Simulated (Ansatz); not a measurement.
# BH2O2Te radical: up Jacob's ladder to CCSD(T)

An exercise on one series of results from a longer session: the logs are not shown, and one member is left open.

Computed with Ansatz 0.2.0, Gaussian basis. Level: functionals in def2-TZVPP, the program's frozen cores in correlated methods.

Levels to be run: LDA (SPW92), PBE-D4, revPBE-D4, BLYP-D4, r2SCAN-D4, B97M-V, PBE0-D4, B3LYP-D4, r2SCANh-D4, r2SCAN0-D4, HSE06-D4, BHLYP-D4, CAM-B3LYP-D4, LC-ωPBE, ωB97X-V, ωB97M-V, B2PLYP, PBE-QIDH; CCSD(T)/def2-SVP; CCSD(T)/def2-TZVPP; MP2/def2-QZVPP; extrapolation to the limit; RPA on PBE.

### Structure used throughout

An earlier PBE0-D4 in a triple-zeta def2 set relaxation fixed the geometry. Te takes the def2 core potential; no spin-orbit term is included.

SMILES `OB(O)[Te]`, 6 atoms, charge 0, spin multiplicity 2.

Atoms are counted from 1 here; the program's logs count them from 0.

Bond lengths: O1–B2 1.362 Å, O1–H5 0.958 Å, B2–O3 1.353 Å, B2–Te4 2.184 Å, O3–H6 0.964 Å. Angles: B2–O1–H5 115.4°, O1–B2–O3 119.8°, O1–B2–Te4 123.3°, O3–B2–Te4 116.9°, B2–O3–H6 112.3°.

Coordinates:

```xyz
6
BH2O2Te
O     0.1228    1.1498    0.0182
B    -0.0543   -0.1965   -0.0813
O     0.4594   -1.0136    0.8670
Te   -1.1441   -1.1459   -1.7182
H    -0.2671    1.6683   -0.6872
H     0.9253   -0.5262    1.5554
```

Set-up of the first run:

File in.yaml:

```yaml
crystal:
  periodic: [false, false, false]
  atoms:
    - {symbol: O, position_ang: [0.122844, 1.149783, 0.018151]}
    - {symbol: B, position_ang: [-0.054334, -0.196493, -0.081303]}
    - {symbol: O, position_ang: [0.459403, -1.013613, 0.866977]}
    - {symbol: Te, position_ang: [-1.144058, -1.145853, -1.718211]}
    - {symbol: H, position_ang: [-0.267112, 1.668289, -0.687220]}
    - {symbol: H, position_ang: [0.925256, -0.526213, 1.555405]}
basis:
  gaussian: {orbitals: def2-TZVPP}
magnetization: {spin_polarized: true, initial_magnetization: 1}
hamiltonian: {xc: lda}
output: {orbitals: {seedname: orbitals}}
```

Command:

```bash
ansatz run in.yaml --threads 4 --pin off --events-out ev --progress --plain --max-ram 10444MiB
```

Among the steps run: LDA; PBE-D4 (GGA); revPBE-D4 (GGA); BLYP-D4 (GGA); r2SCAN-D4 (meta-GGA); B97M-V (meta-GGA); PBE0-D4 (hybrid); B3LYP-D4 (hybrid); r2SCANh-D4 (hybrid); r2SCAN0-D4 (hybrid); HSE06-D4 (hybrid); BHLYP-D4 (hybrid); CAM-B3LYP-D4 (range-separated); LC-ωPBE (range-separated); ωB97X-V (range-separated); ωB97M-V (range-separated); B2PLYP (double hybrid); PBE-QIDH (double hybrid).

One of the session's tables, all rows but one given; the rest of the session is left out.

It belongs to the step «Frontier levels by functional». 

| functional | HOMO (eV) | LUMO (eV) | gap (eV) |
| --- | --- | --- | --- |
| LDA (SPW92) | -5.47 | -5.43 | 0.04 |
| PBE-D4 | -5.30 | -4.99 | 0.31 |
| revPBE-D4 | -5.24 | -4.83 | 0.41 |
| BLYP-D4 | -5.16 | -4.99 | 0.17 |
| r2SCAN-D4 | -5.55 | -4.66 | 0.88 |
| B97M-V | -5.50 | -4.87 | 0.63 |
| PBE0-D4 | -6.33 | -4.03 | 2.30 |
| B3LYP-D4 | ? | ? | ? |
| r2SCANh-D4 | -5.93 | -4.32 | 1.61 |
| r2SCAN0-D4 | -6.50 | -3.81 | 2.69 |
| HSE06-D4 | -5.94 | -4.40 | 1.54 |
| BHLYP-D4 | -7.22 | -3.14 | 4.08 |
| CAM-B3LYP-D4 | -7.57 | -3.02 | 4.55 |
| LC-ωPBE | -8.85 | -1.59 | 7.25 |
| ωB97X-V | -8.55 | -2.05 | 6.50 |
| ωB97M-V | -8.39 | -2.09 | 6.30 |

**Question.** Estimate the row for B3LYP-D4.

Worked estimate for «HOMO (eV)». Against the share of exact exchange, BLYP-D4 (0, -5.16), BHLYP-D4 (0.5, -7.22) give a slope of -4.12 per unit share; at 0.2 the line stands at -5.98.

The run gave: HOMO (eV): -6.14; LUMO (eV): -4.40; gap (eV): 1.74. In «HOMO (eV)» the line misses by +0.16.
